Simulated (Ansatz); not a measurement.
**HfNH3 (singlet): from Hartree-Fock to the top rungs at a displaced geometry (v1), def2-SVP**

The task here is to estimate one member of a computed series from the others.

Program: Ansatz 0.2.0, Gaussian basis. Level of theory: def2-SVP, core rule «outside noble gas», up to 5 orbitals frozen. These are calculated values, not measurements.

The runs, in order: UHF; CCSD(T) on RHF; CCSD(T) on UHF; CISD; CASSCF and MRCISD+Q, 8 electrons in 8 orbitals; CASSCF and NEVPT2, 8 electrons in 8 orbitals.

15 further runs of the same task are left out: 3 that didn't finish, 12 set aside as unsound or not needed.

## The system

The geometry is a PBE0/def2-TZVP stationary point (not a proven minimum) with its atoms shifted at random (size 0.040 Å). No spin-orbit coupling is included. Elements past krypton take def2 core potentials.

5 atoms, charge 0, spin multiplicity 1.

Atoms are counted from 1 here; the program's logs count them from 0.

Bond lengths: Hf1–N2 2.292 Å, N2–H3 0.976 Å, N2–H4 1.049 Å, N2–H5 0.945 Å. Angles: Hf1–N2–H3 119.6°, Hf1–N2–H4 114.9°, Hf1–N2–H5 106.7°, H3–N2–H4 103.5°, H3–N2–H5 103.6°, H4–N2–H5 107.5°.

The first run:

File in.yaml:

```yaml
crystal:
  periodic: [false, false, false]
  atoms:
    - {symbol: Hf, position_ang: [0.000460, 0.001053, 0.205819]}
    - {symbol: N, position_ang: [-0.008036, -0.015090, -2.086327]}
    - {symbol: H, position_ang: [-0.381462, -0.780879, -2.561839]}
    - {symbol: H, position_ang: [-0.484241, 0.806504, -2.532036]}
    - {symbol: H, position_ang: [0.895869, -0.002413, -2.360946]}
basis:
  gaussian: {orbitals: def2-SVP}
magnetization: {spin_polarized: true, initial_magnetization: 0}
hamiltonian: {xc: hf}
output: {orbitals: {seedname: orbitals}}
```

The run is started by

```console
$ ansatz run in.yaml --threads 1 --pin off --events-out ev --progress --plain --max-ram 2393MiB
```

Among the steps run: UHF; CCSD(T) on RHF; CCSD(T) on UHF; CISD; CASSCF and MRCISD+Q, 8 electrons in 8 orbitals; CASSCF and NEVPT2, 8 electrons in 8 orbitals.

One of the session's tables, all rows but one given; the rest of the session is left out.

It belongs to the step «Misses and costs». 

| method | from RCCSD(T) (kcal/mol) |
| --- | --- |
| RHF | +179.08 |
| UHF | +157.24 |
| RMP2 | +26.23 |
| UMP2 | +10.64 |
| RCCSD | ? |
| UCCSD | -9.01 |
| RCCSD(T) | 0 |
| UCCSD(T) | -14.72 |
| CASSCF frontier | +115.43 |
| NEVPT2 frontier | +30.03 |
| MRCISD frontier | +13.83 |
| MRCISD+Q frontier | +3.18 |

**Question.** Estimate the row for RCCSD.

**Answer.** from RCCSD(T) (kcal/mol): +6.46. In the column «from RCCSD(T) (kcal/mol)» it lies between MRCISD+Q frontier (+3.18) and UMP2 (+10.64).

Not comparable, so not listed: CISD (they don't share determinant, frozen orbitals or solution with the rows shown, or repeat one).

The program flags UCCSD(T) as in doubt (see the logs), so those rows may rest on another solution; read them beside their warnings.

Limits of these values: The determinant is far from a pure spin state, so its energy mixes those of several spin states (harmless only where they are near-degenerate, as at dissociation). The program flags UCCSD(T) as in doubt, so those rows may rest on another solution; read them beside their warnings. Warnings: restricted reference is unstable; spin contamination; large T1 diagnostic. Restricted and unrestricted rows rest on different reference determinants; where their highest levels disagree by more than a few hundredths of an eV, they describe different states and don't form one ladder.
